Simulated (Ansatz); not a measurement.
# C2H10GeOSi: basis-set convergence

How large a basis does C2H10GeOSi need? Two functionals are run in growing sets.

Method: one geometry, several basis sets; program: Ansatz 0.2.0, Gaussian basis.

Levels to be run: PBE0-D4/def2-SVP; ωB97M-V/def2-SVP; PBE0-D4/def2-QZVPP; ωB97M-V/def2-QZVPP; the functionals' def2-TZVPP values are taken from earlier runs.

## Step 1: The relaxed structure

The geometry comes from an earlier relaxation with PBE0-D4/def2-TZVP; it is a stationary point, not always the lowest conformer.

SMILES `C[O][GeH]([CH3])[SiH3]`, 15 atoms, charge 0, spin multiplicity 1.

Atoms are counted from 1 here; the program's logs count them from 0.

Bond lengths: C1–O2 1.403 Å, C1–H6 1.099 Å, C1–H7 1.093 Å, C1–H8 1.099 Å, O2–Ge3 1.791 Å, Ge3–C4 1.943 Å, Ge3–Si5 2.395 Å, Ge3–H9 1.551 Å, C4–H10 1.091 Å, C4–H11 1.090 Å, C4–H12 1.091 Å, Si5–H13 1.488 Å, Si5–H14 1.489 Å, Si5–H15 1.487 Å. Angles: O2–C1–H6 112.2°, O2–C1–H7 108.2°, O2–C1–H8 112.4°, H6–C1–H7 108.0°, H6–C1–H8 107.9°, H7–C1–H8 107.9°, C1–O2–Ge3 118.6°, O2–Ge3–C4 104.0°, O2–Ge3–Si5 109.4°, O2–Ge3–H9 107.1°, C4–Ge3–Si5 113.7°, C4–Ge3–H9 111.7°, Si5–Ge3–H9 110.5°, Ge3–C4–H10 110.6°, Ge3–C4–H11 109.9°, Ge3–C4–H12 109.4°, H10–C4–H11 109.0°, H10–C4–H12 109.0° and more.

## Step 2: PBE0-D4 in def2-SVP

in.yaml

```yaml
crystal:
  periodic: [false, false, false]
  atoms:
    - {symbol: C, position_ang: [-0.740172, 2.247306, 0.147982]}
    - {symbol: O, position_ang: [-0.962052, 1.017363, -0.490477]}
    - {symbol: Ge, position_ang: [0.357347, -0.193996, -0.500745]}
    - {symbol: C, position_ang: [-0.297438, -1.592954, -1.679816]}
    - {symbol: Si, position_ang: [0.771244, -0.936166, 1.738304]}
    - {symbol: H, position_ang: [0.121539, 2.784467, -0.272202]}
    - {symbol: H, position_ang: [-1.627685, 2.869895, 0.008228]}
    - {symbol: H, position_ang: [-0.574063, 2.134463, 1.228429]}
    - {symbol: H, position_ang: [1.613708, 0.504470, -1.083057]}
    - {symbol: H, position_ang: [0.449061, -2.380701, -1.791855]}
    - {symbol: H, position_ang: [-1.210426, -2.025687, -1.270090]}
    - {symbol: H, position_ang: [-0.515798, -1.167755, -2.660049]}
    - {symbol: H, position_ang: [1.133862, 0.202855, 2.623670]}
    - {symbol: H, position_ang: [1.897362, -1.909945, 1.742107]}
    - {symbol: H, position_ang: [-0.438186, -1.604414, 2.288871]}
basis:
  gaussian: {orbitals: def2-SVP}
hamiltonian: {xc: pbe0, dispersion: d4}
output: {orbitals: {seedname: orbitals}}
```

Started as:

```sh
> ansatz run in.yaml --threads 2 --pin off --events-out ev --progress --plain --max-ram 32768MiB --backend cpu
```

Further steps of the session: ωB97M-V in def2-SVP; PBE0-D4 in def2-QZVPP; ωB97M-V in def2-QZVPP.

**Question.** What will the summary of the whole plan be? Wanted: PBE0-D4: double and triple zeta above quadruple; ωB97M-V: double and triple zeta above quadruple.

**Answer**, as computed:

| quantity | value |
| --- | --- |
| PBE0-D4: double and triple zeta above quadruple | 16.59, 1.74 eV |
| ωB97M-V: double and triple zeta above quadruple | 16.78, 1.68 eV |

What this shows: For PBE0-D4 the step from double to triple zeta gains 14.85 eV and the next only 1.74 eV. Total energies overstate the basis error of differences, where much of it tends to cancel. The LUMO of ωB97M-V is positive and keeps falling with the basis (2.08 to 1.51 eV): an unbound level that the basis holds in place.
